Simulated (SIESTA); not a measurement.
LiO8:

```
O Li
1.0
     4.46737   -3.30041    0.00000
     4.46737    3.30041    0.00000
    -1.60935    0.00000    3.80351
O Li
8 1
Direct
  0.81522 0.81522 0.16879
  0.18478 0.18478 0.83121
  0.75679 0.75679 0.84666
  0.24321 0.24321 0.15334
  0.32965 0.72750 0.16595
  0.27250 0.67035 0.83405
  0.67035 0.27250 0.83405
  0.72750 0.32965 0.16595
  0.50000 0.50000 0.50000
```

The cell comes from a database or a generator and needn't be the stable form of this composition.

```yaml
Program: SIESTA 5.4.2
Task: single point
Functional: PBE
Potentials_or_basis: PseudoDojo 0.4 standard (PBE files)
Basis: DZP (energy shift 0.003 Ry; two zetas on semicore shells)
Grid_cutoff: 800 Ry
Energy_shift: 0.003 Ry
k_mesh: 5 × 5 × 7
Occupations: fermi-dirac, width 0.05 eV
Spin: no spin polarisation
```

On this cell: pressure -1.4 GPa; largest force 1.343 eV/Å; band gap on the k mesh none (metal or under the smearing width).

The same run follows on a disturbed copy (atoms moved at random, drawn with an rms of 0.05 Å):

```xyz
9
Lattice="4.4674 -3.3004 0.0000 4.4674 3.3004 0.0000 -1.6094 0.0000 3.8035" Properties=species:S:1:pos:R:3 pbc="T T T"
O     7.0170   -0.0223    0.6274
O     0.3059   -0.0377    3.1525
O     5.4023   -0.0095    3.2604
O     1.8786   -0.0425    0.5919
O     4.4793    1.2632    0.6183
O     2.8885    1.3233    3.1881
O     2.8854   -1.3045    3.2077
O     4.4759   -1.3165    0.6681
Li    3.6906   -0.0307    1.8498
```

Q: What does the disturbed cell give?

A: The energy (extrapolated to zero smearing) moves by +24.8 meV/atom; pressure 1.6 GPa; largest force 5.673 eV/Å; band gap on the k mesh none (metal or under the smearing width).

Forces in eV/Å, atoms in the order of the input:
```
O    0.034 -0.032  5.673
O   -0.237 -0.066 -0.394
O    0.108  0.015 -5.620
O    0.021 -0.002  0.533
O    0.259  0.521  1.747
O   -0.065  0.061 -1.863
O   -0.147 -0.270 -0.438
O    0.324 -0.307  0.025
Li  -0.296  0.082  0.334
```

Stress tensor (GPa, compression positive):
```
-6.55 -0.11 -0.28
-0.11 -4.95  0.51
-0.28  0.51 16.19
```

Caveats: the basis of atomic orbitals isn't converged, which shifts pressures, moduli and gaps; an odd number of electrons without spin polarisation forces a metal; a magnetic or distorted state may lie lower.
